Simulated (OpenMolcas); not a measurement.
**doublet [BAsH4]+ at UOLYP/aug-pc-1 (RICD fitting)**

Wanted: the charge distribution of doublet [BAsH4]+. 

Program for the calculation: OpenMolcas 26.06.

3 further runs of the same task are left out: 1 that didn't finish, 2 set aside as unsound or not needed.

## (1) The system as given

The species is [BAsH4]+ (6 atoms), meant as a doublet with charge +1. As SMILES of the parent species, `B[AsH2]`. The shape comes from GFN2-xTB, which is rough for such elements, and wasn't checked as a minimum. That shape belongs to the parent species and isn't relaxed for this state.

Bond lengths: B1–As2 1.975 Å, B1–H3 1.172 Å, B1–H4 1.172 Å, As2–H5 1.499 Å, As2–H6 1.498 Å. Angles: B1–As2–H5 96.5°, B1–As2–H6 96.5°, As2–B1–H3 120.9°, As2–B1–H4 121.0°, H5–As2–H6 91.6°, H3–B1–H4 117.7°.

## (2) The charge distribution at UOLYP/aug-pc-1 (RICD fitting)

struct.xyz reads:

```xyz
6

B     -0.031970    -0.884410     0.174880
As     0.579370     0.991700     0.253910
H     -0.797110    -1.301140     0.959340
H      0.457050    -1.647340    -0.567880
H      0.571590     1.235290    -1.225060
H     -0.778940     1.605910     0.404800
```

mol.input reads:

```
>>> EXPORT MOLCAS_PRINT=2
&gateway
coord = struct.xyz
basis = aug-pc-1
group = NoSym
ricd
&seward
&scf
uhf
charge = 1
spin = 2
ksdft = OLYP
prorbitals = 1 2
```

On the command line:

```
$ export MOLCAS_MEM=1860
$ pymolcas mol.input > mol.log
```

Q: Predict the results. Wanted: total energy; HOMO energy; LUMO energy; ⟨S²⟩.

Computed results:

At UOLYP/aug-pc-1 (RICD fitting):

```
                          quantity           value
                      total energy  -2263.27623 Eh
HOMO energy (highest over α and β)       -14.29 eV
 LUMO energy (lowest over α and β)       -12.96 eV
                              ⟨S²⟩           0.754
```

In words: Mulliken charges run from -0.77 on As2 to +0.51 on H6; in a basis this large or diffuse they mean little.
